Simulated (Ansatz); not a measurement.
**CH9BrInSbSiSn: a ladder of functionals and wavefunction methods**

One table from this session's results is given with a row withheld; the runs are named, their logs left out.

Computed with Ansatz 0.2.0, Gaussian basis. Level: functionals in def2-TZVPP, the program's frozen cores in correlated methods.

Levels to be run: LDA (SPW92), PBE-D4, revPBE-D4, BLYP-D4, r2SCAN-D4, B97M-V, PBE0-D4, B3LYP-D4, r2SCANh-D4, r2SCAN0-D4, HSE06-D4, BHLYP-D4, CAM-B3LYP-D4, LC-ωPBE, ωB97X-V, ωB97M-V, B2PLYP, PBE-QIDH; CCSD(T)/def2-SVP; CCSD(T)/def2-TZVPP; MP2/def2-QZVPP; extrapolation to the limit; RPA on PBE.

### Structure used throughout

The geometry comes from an earlier relaxation with PBE0-D4 in a triple-zeta def2 set; it is a stationary point, not always the lowest conformer. In, Sn, Sb take the def2 core potential; no spin-orbit term is included.

SMILES `Br[SiH2][CH]([InH2])[SnH2][SbH2]`, 15 atoms, charge 0, spin multiplicity 1.

Atoms are counted from 1 here; the program's logs count them from 0.

Bond lengths: Br1–Si2 2.251 Å, Si2–C3 1.829 Å, Si2–H7 1.487 Å, Si2–H8 1.486 Å, C3–In4 2.200 Å, C3–Sn5 2.148 Å, C3–H9 1.096 Å, In4–H10 1.723 Å, In4–H11 1.719 Å, Sn5–Sb6 2.818 Å, Sn5–H12 1.710 Å, Sn5–H13 1.712 Å, Sb6–H14 1.734 Å, Sb6–H15 1.711 Å. Angles: Br1–Si2–C3 107.4°, Br1–Si2–H7 104.9°, Br1–Si2–H8 105.6°, C3–Si2–H7 115.1°, C3–Si2–H8 114.1°, H7–Si2–H8 108.9°, Si2–C3–In4 112.6°, Si2–C3–Sn5 112.1°, Si2–C3–H9 110.9°, In4–C3–Sn5 104.9°, In4–C3–H9 108.5°, Sn5–C3–H9 107.5°, C3–In4–H10 114.7°, C3–In4–H11 118.4°, H10–In4–H11 125.9°, C3–Sn5–Sb6 104.1°, C3–Sn5–H12 109.9°, C3–Sn5–H13 112.7° and more.

Geometry (Å):

| atom | x (Å) | y (Å) | z (Å) |
| --- | --- | --- | --- |
| Br1 | -1.6114 | -2.0983 | 1.0014 |
| Si2 | 0.6256 | -1.8554 | 1.0747 |
| C3 | 1.0297 | -0.2632 | 0.2714 |
| In4 | 0.5214 | -0.2444 | -1.8695 |
| Sn5 | -0.0791 | 1.3719 | 1.1158 |
| Sb6 | -2.4425 | 1.4619 | -0.4158 |
| H7 | 0.9734 | -1.9389 | 2.5178 |
| H8 | 1.1792 | -3.0448 | 0.3772 |
| H9 | 2.0953 | -0.0302 | 0.3788 |
| H10 | 1.0292 | 1.1664 | -2.7176 |
| H11 | -0.0694 | -1.6929 | -2.5827 |
| H12 | 0.8120 | 2.8228 | 0.9558 |
| H13 | -0.4740 | 1.1226 | 2.7628 |
| H14 | -1.7060 | 0.4030 | -1.5754 |
| H15 | -1.8833 | 2.8195 | -1.2948 |

Set-up of the first run:

The input, in.yaml:

```yaml
crystal:
  periodic: [false, false, false]
  atoms:
    - {symbol: Br, position_ang: [-1.611429, -2.098312, 1.001446]}
    - {symbol: Si, position_ang: [0.625586, -1.855375, 1.074716]}
    - {symbol: C, position_ang: [1.029661, -0.263241, 0.271382]}
    - {symbol: In, position_ang: [0.521378, -0.244366, -1.869485]}
    - {symbol: Sn, position_ang: [-0.079059, 1.371934, 1.115767]}
    - {symbol: Sb, position_ang: [-2.442536, 1.461915, -0.415824]}
    - {symbol: H, position_ang: [0.973384, -1.938896, 2.517848]}
    - {symbol: H, position_ang: [1.179174, -3.044804, 0.377224]}
    - {symbol: H, position_ang: [2.095340, -0.030223, 0.378809]}
    - {symbol: H, position_ang: [1.029195, 1.166401, -2.717609]}
    - {symbol: H, position_ang: [-0.069399, -1.692903, -2.582663]}
    - {symbol: H, position_ang: [0.812028, 2.822754, 0.955802]}
    - {symbol: H, position_ang: [-0.474024, 1.122599, 2.762779]}
    - {symbol: H, position_ang: [-1.706023, 0.403017, -1.575383]}
    - {symbol: H, position_ang: [-1.883286, 2.819500, -1.294818]}
basis:
  gaussian: {orbitals: def2-TZVPP}
hamiltonian: {xc: lda}
output: {orbitals: {seedname: orbitals}}
```

Started as:

```
$ ansatz run in.yaml --threads 4 --pin off --events-out ev --progress --plain --max-ram 66560MiB --backend cuda --devices 0, --max-vram 37GiB
```

Steps of the session up to this table: LDA; PBE-D4 (GGA); revPBE-D4 (GGA); BLYP-D4 (GGA); r2SCAN-D4 (meta-GGA); B97M-V (meta-GGA); B3LYP-D4 (hybrid); r2SCANh-D4 (hybrid); r2SCAN0-D4 (hybrid); HSE06-D4 (hybrid); BHLYP-D4 (hybrid); CAM-B3LYP-D4 (range-separated); LC-ωPBE (range-separated); ωB97X-V (range-separated); ωB97M-V (range-separated); B2PLYP (double hybrid); PBE-QIDH (double hybrid).

One of the session's tables, all rows but one given; the rest of the session is left out.

It belongs to the step «Orbital energies across the functionals». 

```
  functional  HOMO (eV)  LUMO (eV)  gap (eV)
 LDA (SPW92)      -6.38      -2.85      3.53
      PBE-D4      -6.23      -2.58      3.66
   revPBE-D4      -6.18      -2.47      3.71
     BLYP-D4      -6.07      -2.47      3.60
   r2SCAN-D4          ?          ?         ?
      B97M-V      -6.50      -2.48      4.02
     PBE0-D4      -7.18      -1.86      5.33
    B3LYP-D4      -6.99      -2.06      4.93
  r2SCANh-D4      -6.82      -2.14      4.68
  r2SCAN0-D4      -7.34      -1.76      5.59
    HSE06-D4      -6.81      -2.22      4.59
    BHLYP-D4      -7.98      -1.09      6.89
CAM-B3LYP-D4      -8.31      -0.96      7.34
     LC-ωPBE      -9.50       0.07      9.57
     ωB97X-V      -9.23      -0.04      9.18
     ωB97M-V      -9.11      -0.27      8.84
```

**Question.** Estimate the row for r2SCAN-D4.

Worked estimate for «HOMO (eV)». Against the share of exact exchange, r2SCANh-D4 (0.1, -6.82), r2SCAN0-D4 (0.25, -7.34) give a slope of -3.47 per unit share; at 0 the line stands at -6.47.

The run gave: HOMO (eV): -6.47; LUMO (eV): -2.40; gap (eV): 4.07. In «HOMO (eV)» the line misses by 0.00.
